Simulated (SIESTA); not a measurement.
Crystal: NaLaMnMoO6.

```
Na La Mn Mo O
1.0
     5.55735    0.00000    0.00053
     0.00000    5.59794    0.00000
    -0.06290    0.00000    8.02462
Na La Mn Mo O
2 2 2 2 12
Direct
  0.75008 0.51572 0.49924
  0.24992 0.01572 0.50076
  0.25715 0.95896 0.99937
  0.74285 0.45896 0.00063
  0.24767 0.48762 0.25607
  0.75233 0.98762 0.74393
  0.75559 0.99666 0.27090
  0.24441 0.49666 0.72910
  0.67335 0.97830 0.49061
  0.03402 0.81017 0.27726
  0.93353 0.28910 0.28026
  0.47817 0.20966 0.19922
  0.54435 0.73563 0.20079
  0.82956 0.01818 0.00392
  0.32665 0.47830 0.50939
  0.96598 0.31017 0.72274
  0.06647 0.78910 0.71974
  0.52183 0.70966 0.80078
  0.45565 0.23563 0.79921
  0.17044 0.51818 0.99608
```

The cell was built by a generator and needn't be a form met in nature.

Base run:

- Program: SIESTA 5.4.2
- Functional: PBE
- Potentials or basis: PseudoDojo 0.4 standard (PBE files)
- Basis: DZP (energy shift 0.003 Ry; two zetas on semicore shells)
- Grid cutoff: 800 Ry
- Energy shift: 0.003 Ry
- k mesh: 5 × 5 × 4
- Occupations: fermi-dirac, width 0.05 eV
- Spin: collinear spin, ferromagnetic start
- Starting moments: [0.0, 0.0, 0.0, 0.0, 4.0, 4.0, 1.0, 1.0, 0.0, 0.0, 0.0, 0.0, 0.0, 0.0, 0.0, 0.0, 0.0, 0.0, 0.0, 0.0] μB

Its results: band gap on the k mesh 0.10 eV, indirect (least direct gap 0.16 eV); pressure 5.2 GPa; net moment 9.97 μB per cell; site moments Na -0.01; La -0.02; Mn +4.46; Mo +0.37; O +0.01, +0.03, +0.02, +0.06 μB; largest force 0.746 eV/Å.

Q: The run is repeated on the same cell with these changes: hubbard terms from none to Mn d U = 4 eV, Mo d U = 4 eV. What comes out?

A: Band gap on the k mesh 1.03 eV, indirect (least direct gap 1.06 eV); pressure 6.8 GPa; net moment 10.00 μB per cell; site moments Na -0.02; La -0.03; Mn +4.79; Mo +0.35; O -0.04, -0.02, -0.01, +0.02 μB; largest force 0.504 eV/Å.

The U term pushes filled and empty states of the shell apart.

Caveats: short orbitals over semicore shells can move pressures by several GPa; spin-orbit coupling is left out, which moves the levels of the heavy elements; an odd mesh through Γ misses points on the zone boundary, where band edges often lie; the basis of atomic orbitals isn't converged, which shifts pressures, moduli and gaps; only a ferromagnetic start was run, and an antiferromagnetic order may lie lower in energy.

Not every run made on this cell is shown here.
